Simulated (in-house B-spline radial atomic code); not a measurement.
**Re⁸⁺: excited configurations in jj coupling**

How much energy does it take to promote electrons of Re⁸⁺ to other shells? Each configuration is solved by itself and compared with the reference.

Method: Dirac-Hartree-Fock, average of configuration, Fermi nucleus, basis-set limit. Code: in-house B-spline radial atomic code version 1.

### 1 The atom as given

```
element       : rhenium (Z = 75)
charge        : +8
electrons     : 67
configuration : 1s2 2s2 2p6 3s2 3p6 3d10 4s2 4p6 4d10 4f14 5s2 5p-2 5p+3
Hamiltonian   : Dirac-Coulomb
nucleus       : Fermi, rms radius 5.370 fm
```

In configurations, a minus sign after the shell means j = l − 1/2 and a plus sign j = l + 1/2; the count of electrons follows.

Settings of the run:

```ini
Z = 75
electrons = 67.0
configuration = 1s2 2s2 2p6 3s2 3p6 3d10 4s2 4p6 4d10 4f14 5s2 5p-2 5p+3
hamiltonian = dirac
method = hf
spin_polarised = False
nucleus = fermi
rms_radius = 5.3698
mass_number = 187
atomic_mass = 186.955752217
speed_of_light = 137.035999084
```

From the earlier run of the reference: total energy -16691.908911 hartree. Levels, eight at most:

```
orbital  occupation  energy (eV)  <r> (bohr)
  4p3/2           4      -593.61      0.4778
  4d3/2           4      -417.66      0.4932
  4d5/2           6      -403.48      0.5041
  5s1/2           2      -212.26       1.011
  4f5/2           6      -179.89      0.5587
  4f7/2           8      -177.12      0.5657
  5p1/2           2      -175.64       1.081
  5p3/2           3      -162.76       1.152
```

### 2 Configuration 1s2 2s2 2p6 3s2 3p6 3d10 4s2 4p6 4d-3 4d+6 4f14 5s2 5p-2 5p+3 6p-1

Settings of the run:

```ini
Z = 75
electrons = 67.0
configuration = 1s2 2s2 2p6 3s2 3p6 3d10 4s2 4p6 4d-3 4d+6 4f14 5s2 5p-2 5p+3 6p-1
hamiltonian = dirac
method = hf
spin_polarised = False
nucleus = fermi
rms_radius = 5.3698
mass_number = 187
atomic_mass = 186.955752217
speed_of_light = 137.035999084
```

### 3 Run with 1s2 2s2 2p6 3s2 3p6 3d10 4s2 4p6 4d10 4f-5 4f+8 5s2 5p-2 5p+3 7s1

Settings of the run:

```ini
Z = 75
electrons = 67.0
configuration = 1s2 2s2 2p6 3s2 3p6 3d10 4s2 4p6 4d10 4f-5 4f+8 5s2 5p-2 5p+3 7s1
hamiltonian = dirac
method = hf
spin_polarised = False
nucleus = fermi
rms_radius = 5.3698
mass_number = 187
atomic_mass = 186.955752217
speed_of_light = 137.035999084
```

### 4 Run with 1s2 2s2 2p6 3s2 3p6 3d10 4s2 4p6 4d-4 4d+5 4f14 5s2 5p-1 5p+4 9g+1

Settings of the run:

```ini
Z = 75
electrons = 67.0
configuration = 1s2 2s2 2p6 3s2 3p6 3d10 4s2 4p6 4d-4 4d+5 4f14 5s2 5p-1 5p+4 9g+1
hamiltonian = dirac
method = hf
spin_polarised = False
nucleus = fermi
rms_radius = 5.3698
mass_number = 187
atomic_mass = 186.955752217
speed_of_light = 137.035999084
```

### 5 1s2 2s2 2p6 3s2 3p6 3d10 4s2 4p6 4d-4 4d+5 4f14 5s2 5p-1 5p+4 9d+1

Settings of the run:

```ini
Z = 75
electrons = 67.0
configuration = 1s2 2s2 2p6 3s2 3p6 3d10 4s2 4p6 4d-4 4d+5 4f14 5s2 5p-1 5p+4 9d+1
hamiltonian = dirac
method = hf
spin_polarised = False
nucleus = fermi
rms_radius = 5.3698
mass_number = 187
atomic_mass = 186.955752217
speed_of_light = 137.035999084
```

### 6 1s2 2s2 2p6 3s2 3p6 3d10 4s2 4p6 4d-3 4d+6 4f14 5s2 5p-2 5p+3 8d-1

Settings of the run:

```ini
Z = 75
electrons = 67.0
configuration = 1s2 2s2 2p6 3s2 3p6 3d10 4s2 4p6 4d-3 4d+6 4f14 5s2 5p-2 5p+3 8d-1
hamiltonian = dirac
method = hf
spin_polarised = False
nucleus = fermi
rms_radius = 5.3698
mass_number = 187
atomic_mass = 186.955752217
speed_of_light = 137.035999084
```

### 7 Configuration 1s2 2s2 2p6 3s2 3p6 3d10 4s2 4p6 4d10 4f14 5s2 5p-1 5p+3 7g+1

Settings of the run:

```ini
Z = 75
electrons = 67.0
configuration = 1s2 2s2 2p6 3s2 3p6 3d10 4s2 4p6 4d10 4f14 5s2 5p-1 5p+3 7g+1
hamiltonian = dirac
method = hf
spin_polarised = False
nucleus = fermi
rms_radius = 5.3698
mass_number = 187
atomic_mass = 186.955752217
speed_of_light = 137.035999084
```

**Question.** How far above the reference does each configuration lie (order and size, in eV)?

The runs gave:

| net move | configuration | energy above the reference (eV) | with Breit, QED, recoil (eV) | largest <r> (bohr) |
| --- | --- | --- | --- | --- |
| 4f5/2 → 7s | 1s2 2s2 2p6 3s2 3p6 3d10 4s2 4p6 4d10 4f-5 4f+8 5s2 5p-2 5p+3 7s1 | 118.01 | 118.20 | 3.35 |
| 5p1/2 → 7g9/2 | 1s2 2s2 2p6 3s2 3p6 3d10 4s2 4p6 4d10 4f14 5s2 5p-1 5p+3 7g+1 | 151.97 | 151.69 | 6.87 |
| 4d3/2 → 6p1/2 | 1s2 2s2 2p6 3s2 3p6 3d10 4s2 4p6 4d-3 4d+6 4f14 5s2 5p-2 5p+3 6p-1 | 326.93 | 326.60 | 2.18 |
| 4d3/2 → 8d3/2 | 1s2 2s2 2p6 3s2 3p6 3d10 4s2 4p6 4d-3 4d+6 4f14 5s2 5p-2 5p+3 8d-1 | 382.02 | 381.61 | 6.21 |
| 4d5/2, 5p1/2 → 5p3/2, 9d5/2 | 1s2 2s2 2p6 3s2 3p6 3d10 4s2 4p6 4d-4 4d+5 4f14 5s2 5p-1 5p+4 9d+1 | 389.33 | 389.01 | 8.51 |
| 4d5/2, 5p1/2 → 5p3/2, 9g9/2 | 1s2 2s2 2p6 3s2 3p6 3d10 4s2 4p6 4d-4 4d+5 4f14 5s2 5p-1 5p+4 9g+1 | 396.37 | 396.05 | 12.1 |

What this shows: The lowest of them is 4f5/2 → 7s at 118.01 eV and the highest 4d5/2, 5p1/2 → 5p3/2, 9g9/2 at 396.37 eV. 4 of them lie more than 2 % above the ionisation threshold that Koopmans' theorem gives (162.76 eV), where such states can decay by emitting an electron. Two partly filled shells share a symmetry and can mix in the average, which may lower the energy, for: 4d3/2 → 8d3/2; 4d5/2, 5p1/2 → 5p3/2, 9d5/2. These are averages over configurations, without correlation, not spectroscopic levels.
